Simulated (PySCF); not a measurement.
# RuFCl: quintet, from a bent start

The task is one start of a wider search on RuFCl: the quintet, from a bent start. It is relaxed, tested by its Hessian and followed downhill if it is a saddle.

Method: PBE0, basis Ru def2-TZVP with ECP28, F def2-TZVP, Cl def2-TZVP, scalar-relativistic core potentials, no spin–orbit coupling, density fitting; program: PySCF 2.14.0.

## 1. The system as given

3 atoms, charge 0, spin multiplicity 5.

Bond lengths: Ru1–F2 1.890 Å, Ru1–Cl3 2.240 Å. Angles: F2–Ru1–Cl3 110.0°.

Z-matrix (Å, degrees; charge 0 multiplicity 5):
```
Ru
F  1 1.8900
Cl 1 2.2400 2 110.00
```

## 2. First SCF at the start

One driver script runs all steps and calls PySCF; scf.py shows how it sets up the SCF of each step. The optimiser is the driver's own. After this first run the driver tries any further starts and a stability analysis.

Contents of scf.py:

```python
from pyscf import gto, scf, dft
mol = gto.M(atom='''
Ru     0.000000     0.000000     0.000000
F     -1.548200     0.000000     1.084100
Cl     1.834900     0.000000     1.284800''',
    basis={'Ru': 'def2-TZVP', 'F': 'def2-TZVP', 'Cl': 'def2-TZVP'},
    ecp={'Ru': 'def2-TZVP'},
    charge=0, spin=4)
mf = dft.UKS(mol, xc='PBE0')
mf.grids.atom_grid = (50, 194)
aux = {'Ru': 'def2-universal-JKFIT', 'F': 'def2-universal-JKFIT', 'Cl': 'def2-universal-JKFIT'}
mf = mf.density_fit(auxbasis=aux)
mf.conv_tol = 1e-08
mf.diis_space = 10
mf.max_cycle = 60
mf.init_guess = 'minao'
mf.verbose = 4
mf.kernel()
```

The run is started by

```console
$ OMP_NUM_THREADS=4 python axn.py task.json out
```

Output:

```text
init E= -646.85764529401
[... the frontier-level lines of each cycle are left out ...]
cycle= 1 E= -653.771443015309  delta_E= -6.91  |g|= 1.42  |ddm|= 2.88
cycle= 2 E= -644.753866575658  delta_E= 9.02  |g|= 3.61  |ddm|= 6.69
cycle= 3 E= -654.660609603432  delta_E= -9.91  |g|=  0.4  |ddm|= 6.55
cycle= 4 E= -654.569622958637  delta_E= 0.091  |g|= 0.696  |ddm|= 0.558
cycle= 5 E= -654.732318388536  delta_E= -0.163  |g|= 0.15  |ddm|= 0.291
cycle= 6 E= -654.743470460616  delta_E= -0.0112  |g|= 0.0523  |ddm|= 0.11
cycle= 7 E= -654.745495534881  delta_E= -0.00203  |g|= 0.0116  |ddm|= 0.0738
cycle= 8 E= -654.745900181498  delta_E= -0.000405  |g|= 0.00749  |ddm|= 0.0311
cycle= 9 E= -654.746219253139  delta_E= -0.000319  |g|= 0.00649  |ddm|= 0.0274
cycle= 10 E= -654.746881920703  delta_E= -0.000663  |g|= 0.0058  |ddm|= 0.0679
cycle= 11 E= -654.747427965142  delta_E= -0.000546  |g|= 0.00409  |ddm|= 0.0775
cycle= 12 E= -654.747578775071  delta_E= -0.000151  |g|= 0.00327  |ddm|= 0.0299
cycle= 13 E= -654.747784536411  delta_E= -0.000206  |g|= 0.00229  |ddm|= 0.0803
cycle= 14 E= -654.747788074547  delta_E= -3.54e-06  |g|= 0.0012  |ddm|= 0.00455
cycle= 15 E= -654.747795240021  delta_E= -7.17e-06  |g|= 0.00103  |ddm|= 0.017
cycle= 16 E= -654.747795975107  delta_E= -7.35e-07  |g|= 0.000119  |ddm|= 0.00225
cycle= 17 E= -654.747795978166  delta_E= -3.06e-09  |g|= 6e-05  |ddm|= 0.00097
Extra cycle  E= -654.747795979825  delta_E= -1.66e-09  |g|= 8.27e-05  |ddm|= 0.000144
converged SCF energy = -654.747795979825  <S^2> = 6.0089659  2S+1 = 5.0035851
```

This step, with its further starts and checks, took 5.8 s on 4 threads of AMD EPYC 9R45 (Zen 5), shared host.

Energies from each starting density:

```
                      start  energy (Eh)
    the minimal-basis guess  -654.747796
a thermally smeared density  -654.748809
      a smeared PBE density  -654.748809
```

The first run landed in a state that is too high. Following the other starts and the instabilities gains 2.7 kJ/mol (-654.74881 Eh), and the work goes on from there.

## 3. Relaxation: bent start, quintet

The program finds Cs symmetry in the start, which this walk keeps.

Edit scf.py of step 2 so:

```diff
@@ -3,3 +3,3 @@
-Ru     0.000000     0.000000     0.000000
-F     -1.548200     0.000000     1.084100
-Cl     1.834900     0.000000     1.284800''',
+Ru    -0.222946     0.000000    -0.420373
+F     -1.771146     0.000000     0.663727
+Cl     1.611954     0.000000     0.864427''',
@@ -16 +15,0 @@
-mf.init_guess = 'minao'
```

The optimiser's trace:

```
step  energy (Eh)  change (kJ/mol)  largest symmetric gradient (Eh/bohr)
   0  -654.748809             0.00                               0.01659
   1  -654.756569           -20.37                               0.02097
   2  -654.769005           -53.02                               0.02715
   3  -654.773152           -63.91                               0.02559
   4  -654.778385           -77.65                               0.01679
   5  -654.780219           -82.47                               0.01284
   6  -654.780669           -83.65                               0.00386
   7  -654.780848           -84.12                               0.00052
   8  -654.780862           -84.15                               0.00029
   9  -654.780862           -84.15                               0.00003
```

The walk took 10 s.

Positions (Å) and forces (eV/Å) along the way:

```
step 0
Ru  -0.223   0.000  -0.420   0.162   0.000   0.854
F   -1.771   0.000   0.664  -0.539   0.000  -0.426
Cl   1.612   0.000   0.864   0.377   0.000  -0.427
step 1
Ru  -0.216   0.000  -0.322  -0.084   0.000   1.078
F   -1.875   0.000   0.607  -0.148   0.000  -0.621
Cl   1.710   0.000   0.823   0.231   0.000  -0.457
step 5
Ru  -0.237   0.000   0.305  -0.322   0.000   0.113
F   -2.139   0.000   0.251   0.660   0.000  -0.031
Cl   1.994   0.000   0.551  -0.338   0.000  -0.082
step 9
Ru  -0.244   0.000   0.362   0.001   0.000   0.000
F   -2.113   0.000   0.222  -0.001   0.000  -0.002
Cl   1.975   0.000   0.524   0.000   0.000   0.001
```

It settles in C∞v symmetry, 84.2 kJ/mol below the start, after 9 steps: Ru–Cl 2.224 Å, Ru–F 1.875 Å; Cl–Ru–F 179.8°.

## 4. Hessian and properties

The point is checked on the finer grid, and tightened if its gradient asks for it. The Hessian and the dipole derivatives come from central differences of analytic gradients, with steps of 0.02 bohr.

Edit scf.py of step 3 so:

```diff
@@ -3,3 +3,3 @@
-Ru    -0.222946     0.000000    -0.420373
-F     -1.771146     0.000000     0.663727
-Cl     1.611954     0.000000     0.864427''',
+Ru    -0.269771     0.000000    -0.019942
+F     -2.139200     0.000000    -0.158137
+Cl     1.948369     0.000000     0.144030''',
@@ -10 +10 @@
-mf.grids.atom_grid = (50, 194)
+mf.grids.atom_grid = (75, 302)
@@ -13 +13 @@
-mf.conv_tol = 1e-08
+mf.conv_tol = 1e-10
```

This SCF starts from the last density.

SCF at the final geometry:

```text
init E= -654.780863270827
[... the frontier-level lines of each cycle are left out ...]
cycle= 1 E= -654.78086327083  delta_E= -2.96e-12  |g|= 2.39e-06  |ddm|= 3.94e-06
Extra cycle  E= -654.780863270825  delta_E= 5.12e-12  |g|= 4.19e-06  |ddm|= 5.28e-06
converged SCF energy = -654.780863270825  <S^2> = 6.0078392  2S+1 = 5.0031347
```

The whole step took 14 s.

Geometry: C∞v; Ru–Cl 2.224 Å, Ru–F 1.875 Å; Cl–Ru–F 180.0°.

Modes, for the most abundant isotopes:

```tsv
symmetry	ω (cm⁻¹)	IR (km/mol)	μ (u)	type
π	96	25.8	28.89	bend
σ+	396	36.7	37.37	stretch
σ+	638	189	22.20	stretch
```

No imaginary mode, so this is a minimum.

Constants and moments:

- Dipole moment: 0.17 D
- Highest occupied level: -7.93 eV
- Lowest empty level: -3.97 eV
- Rotational constants: 0.07383 cm⁻¹
- Zero-point energy: 7.3 kJ/mol
- Principal polarisabilities: 31.6, 31.6, 64.8 bohr³
- Atomisation energy without zero-point energy: 822 kJ/mol
- Principal traceless quadrupole moments about the centre of mass: -12.33, 6.16, 6.16 D Å
- Entropy at 298.15 K and 1 bar (electronic part: spin only): 294.8 J/(mol K)
- Heat capacity Cp at 298.15 K: 55.6 J/(mol K)
- Enthalpy at 298.15 K above 0 K: 13.76 kJ/mol
- Rotational symmetry number: 1
- Spin squared ⟨S²⟩: 6.008

Populations by atom (charges in e):

```tsv
atom	Mulliken	Löwdin	polar tensor	spin (Mulliken)	Mayer order to Ru1
Ru1	0.91	0.38	1.32	3.64	–
F2	-0.52	-0.34	-0.75	0.17	0.76
Cl3	-0.39	-0.04	-0.57	0.19	1.07
```

Mulliken populations on Ru1 (outside its core potential): s 2.49, p 6.19, d 6.40, f 0.01.

## 5. Results

| quantity | value |
| --- | --- |
| minimum | quintet, C∞v |
| geometry | Ru–Cl 2.224 Å, Ru–F 1.875 Å; Cl–Ru–F 180.0° |
| wavenumbers (cm⁻¹) | 96 (π), 396 (σ+), 638 (σ+) |
| dipole moment | 0.17 D |
| highest occupied, lowest empty level (either spin) | -7.93, -3.97 eV |
| polar-tensor charge of Ru1 | +1.32 e |
| zero-point energy | 7.3 kJ/mol |
| entropy at 298.15 K | 294.8 J/(mol K) |
| atomisation energy (no zero-point energy) | 822 kJ/mol |
| ⟨S²⟩ | 6.008 |

From Cs at the start the molecule goes to a C∞v minimum. In the infrared the band at 638 cm⁻¹ (σ+, stretch) leads. Most of the spin sits on Ru1 (Mulliken spin 3.64, against 4 for the whole molecule). The first SCF alone would have been 3 kJ/mol too high. Other starts or spin states, not run here, may lie lower. One determinant may miss the lowest occupation of an open d or f shell.

The search up to here took 30 s.
